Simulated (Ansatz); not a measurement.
# BH₃Se: small, medium and large basis sets

How large a basis does BH₃Se need? Two functionals are run in growing sets.

Method: one geometry, several basis sets; program: Ansatz 0.2.0, Gaussian basis.

Levels to be run: PBE0-D4/def2-SVP; ωB97M-V/def2-SVP; PBE0-D4/def2-QZVPP; ωB97M-V/def2-QZVPP; the functionals' def2-TZVPP values are taken from earlier runs.

### 1 The relaxed structure

All runs share one geometry, relaxed beforehand with PBE0-D4 in a triple-zeta def2 set.

SMILES `B[SeH]`, 5 atoms, charge 0, spin multiplicity 1.

Atoms are counted from 1 here; the program's logs count them from 0.

Bond lengths: B1–Se2 1.899 Å, B1–H3 1.189 Å, B1–H4 1.191 Å, Se2–H5 1.470 Å. Angles: Se2–B1–H3 121.0°, Se2–B1–H4 115.7°, H3–B1–H4 123.2°, B1–Se2–H5 97.7°.

As a file:

```csv
atom,x (Å),y (Å),z (Å)
B1,-0.11483,-0.63803,0.04338
Se2,1.03534,0.86051,-0.14680
H3,-1.29296,-0.49988,0.12544
H4,0.42155,-1.70088,0.07337
H5,0.00079,1.90478,-0.13689
```

### 2 PBE0-D4 in def2-SVP

File in.yaml:

```yaml
crystal:
  periodic: [false, false, false]
  atoms:
    - {symbol: B, position_ang: [-0.114826, -0.638031, 0.043382]}
    - {symbol: Se, position_ang: [1.035340, 0.860511, -0.146800]}
    - {symbol: H, position_ang: [-1.292959, -0.499880, 0.125436]}
    - {symbol: H, position_ang: [0.421553, -1.700880, 0.073370]}
    - {symbol: H, position_ang: [0.000793, 1.904780, -0.136888]}
basis:
  gaussian: {orbitals: def2-SVP}
hamiltonian: {xc: pbe0, dispersion: d4}
output: {orbitals: {seedname: orbitals}}
```

After this run come: ωB97M-V in def2-SVP; PBE0-D4 in def2-QZVPP; ωB97M-V in def2-QZVPP.

Before running them: what should the planned runs give, taken together? Wanted: PBE0-D4: double and triple zeta above quadruple; ωB97M-V: double and triple zeta above quadruple.

The runs gave:

```
                                       quantity           value
PBE0-D4: double and triple zeta above quadruple  10.20, 1.42 eV
ωB97M-V: double and triple zeta above quadruple  10.21, 1.37 eV
```

For PBE0-D4 the step from double to triple zeta gains 8.78 eV and the next only 1.42 eV. These are total energies; as a rule much of such shifts cancels in differences, which this series doesn't test.
